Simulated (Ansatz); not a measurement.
I need a formation energy from the elements of ScAl3 and its elements. Use Ansatz 0.2.0, Python API. Use (first run): PBE, PAW, cutoff 500 eV, 6×6×6 k-points, Fermi-Dirac smearing of 0.1 eV.

Contents of `scal3_scal3.vasp`:
```text
ScAl3
1.0
   4.08780657    0.00000000    0.00000000
   0.00000000    4.08780657    0.00000000
   0.00000000    0.00000000    4.08780657
Sc Al
1 3
Direct
   0.00000000    0.00000000    0.00000000
   0.50000000    0.00000000    0.50000000
   0.00000000    0.50000000    0.50000000
   0.50000000    0.50000000    0.00000000
```

The script reads `scal3_sc.cif`:
```cif
data_Sc
_cell_length_a 3.309000
_cell_length_b 3.309000
_cell_length_c 5.273300
_cell_angle_alpha 90.00000
_cell_angle_beta 90.00000
_cell_angle_gamma 120.00000
_symmetry_space_group_name_H-M 'P 1'
_symmetry_Int_Tables_number 1
loop_
_symmetry_equiv_pos_as_xyz
'x, y, z'
loop_
_atom_site_label
_atom_site_type_symbol
_atom_site_fract_x
_atom_site_fract_y
_atom_site_fract_z
Sc1 Sc    0.333333    0.666667    0.250000
Sc2 Sc    0.666667    0.333333    0.750000
```

Input file `scal3_al.vasp`:
```text
Al
1.0
   0.00000000    2.02480500    2.02480500
   2.02480500    0.00000000    2.02480500
   2.02480500    2.02480500    0.00000000
Al
1
Direct
   0.00000000    0.00000000    0.00000000
```

`scal3.py`:
```python
"""Heat of formation of ScAl3 at zero temperature, after relaxing cells and atoms."""

from collections import Counter
import warnings

import ansatz as az
from ase.io import read
import numpy as np


def compute(name, crystal):
    calc = crystal.calculation()
    calc = calc.functional(az.Functional.PBE)
    calc = calc.basis(500)
    calc = calc.kpoints(spacing=0.27).occupations("fermi_dirac", width=0.1)
    calc = calc.stress()
    calc = calc.relax(force_tolerance=0.03, max_steps=60, cell=True)
    return calc.run()


def counts(outcome):
    return Counter(site.symbol for site in outcome.lattice.sites)

def formation_energy(outcome, mu):
    n = counts(outcome)
    return (outcome.report["energy_sigma0_ev"] - sum(k * mu[element] for element, k in n.items())) / sum(n.values())


def volume_per_atom(outcome):
    return abs(np.linalg.det(outcome.lattice.cell_ang)) / len(outcome.lattice.sites)

warnings.simplefilter("ignore", az.DeckWarning)

phases = {}
atoms = read("scal3_scal3.vasp", format="vasp")
scal3 = az.Crystal.from_ase(atoms)
phases["ScAl3"] = scal3
atoms = read("scal3_sc.cif")
sc = az.Crystal.from_ase(atoms)
phases["Sc"] = sc
atoms = read("scal3_al.vasp", format="vasp")
al = az.Crystal.from_ase(atoms)
phases["Al"] = al

done = {}
for name, crystal in phases.items():
    done[name] = compute(name, crystal)
    print(f"{name}: {done[name].report['energy_sigma0_ev']:.4f} eV, {len(done[name].lattice.sites)} atoms")

# chemical potentials of the elements at zero temperature
references = {"Sc": "Sc", "Al": "Al"}
mu = {element: done[name].report["energy_sigma0_ev"] / len(done[name].lattice.sites) for element, name in references.items()}

target = done["ScAl3"]
heat = formation_energy(target, mu)
rows = [(name, len(o.lattice.sites), volume_per_atom(o), formation_energy(o, mu)) for name, o in done.items()]
print("     phase       atoms  V (A^3/atom)  E_form (eV/atom)")
for row in rows:
    print(f"{str(row[0]):>10}  {row[1]:10d}  {row[2]:12.3f}  {row[3]:16.4f}")
```

Output of `python scal3.py`:
```text
ScAl3: -3750.1252 eV, 4 atoms
Sc: -4271.6222 eV, 2 atoms
Al: -537.4849 eV, 1 atoms
     phase       atoms  V (A^3/atom)  E_form (eV/atom)
     ScAl3           4        17.315           -0.4648
        Sc           2        24.738            0.0000
        Al           1        16.492            0.0000
```

What to keep in mind:
- Total energies depend on the potentials; only differences at equal settings carry meaning.
- For the metals among these phases the mesh is modest: differences between phases can be off by up to 40 meV an atom.
- The cells come from databases of deposited and of computed structures, and not all need be stable phases.
- The compound is the structure given, not necessarily its lowest; energies are at zero temperature, with no correction for gases. A semilocal functional's error on such energies is often 0.05 to 0.1 eV an atom, and 0.1 to 0.3 eV against gases such as O2 or F2.
- Finished in 12 s on 1 thread of Arm Neoverse V2, with other jobs on the host, peak memory 0.47 GiB.

(Lines on the test bed's own set-up are left out of the output.)
